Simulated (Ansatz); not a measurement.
Run this with Ansatz 0.2.0, Python API and show what comes out.

The script, `relaxed_scan.py`:
```python
"""One bond of CH3OSb held at set lengths while the rest relaxes."""

import ansatz as az
import numpy as np

geometry_ang = [
    ("C", (0.0866, -0.2816, -0.6629)),
    ("O", (-0.9006, -0.7783, 0.1753)),
    ("Sb", (0.6711, -0.1405, 1.3277)),
    ("H", (-0.2487, 0.7188, -1.1344)),
    ("H", (0.4933, -1.0236, -1.3383)),
    ("H", (-0.0596, 1.4411, 1.5863)),
]
molecule = az.Crystal.molecule()
for symbol, xyz in geometry_ang:
    molecule = molecule.atom(symbol, xyz)

calculation = molecule.calculation()
calculation = calculation.basis(gaussian="def2-SVP")
calculation = calculation.functional("pbe")
symbols = [site.symbol for site in molecule.cartesian_sites]
pairs = [(0, 1), (0, 2), (0, 3), (0, 4), (1, 2), (2, 5)]
print("held (A)   E (eV)        ", "  ".join(f"{symbols[i]}{i}-{symbols[j]}{j}" for i, j in pairs))
for length in [1.91, 2.08, 2.25, 2.5, 2.81]:
    data = calculation.relax(constraints=[az.DistanceConstraint((0, 2), at=length)], force_tolerance=0.02, max_steps=60).run(threads=1, backend="cpu").report
    xyz = np.array(data["positions_ang"])
    print(f"{length:6.2f} {data['free_energy_ev']:14.5f}  ", "  ".join(f"{np.linalg.norm(xyz[i] - xyz[j]):.3f}" for i, j in pairs))
```

Running `python relaxed_scan.py` prints:
```text
held (A)   E (eV)         C0-O1  C0-Sb2  C0-H3  C0-H4  O1-Sb2  Sb2-H5
DeckWarning: relax.constraints: the input's atoms, or those drawn, lie off the distances that are held; a relaxation that starts there is brought onto them ahead of its first SCF, by positions alone, an atom by 8.47e-2 Å at the most. With the symmetry [...]
  1.91    -9662.27588   1.400  1.910  1.114  1.114  2.056  1.750
  2.08    -9662.90919   1.383  2.080  1.113  1.114  2.091  1.748
  2.25    -9662.99917   1.363  2.250  1.113  1.113  2.132  1.746
  2.50    -9662.71597   1.332  2.500  1.114  1.113  2.204  1.745
  2.81    -9662.21360   1.292  2.810  1.115  1.113  2.272  1.741
```
(Warnings from the package without file and line, shortened, repeats left out.)

Total energies depend on the basis set; only differences at equal settings carry meaning. The energies are electronic: no zero-point or thermal terms, and the basis set is short of its limit. def2 sets replace the cores of elements past krypton by effective core potentials. Finished in 82 s on 1 thread of Arm Neoverse V1, with other jobs on the host, peak memory 0.21 GiB.
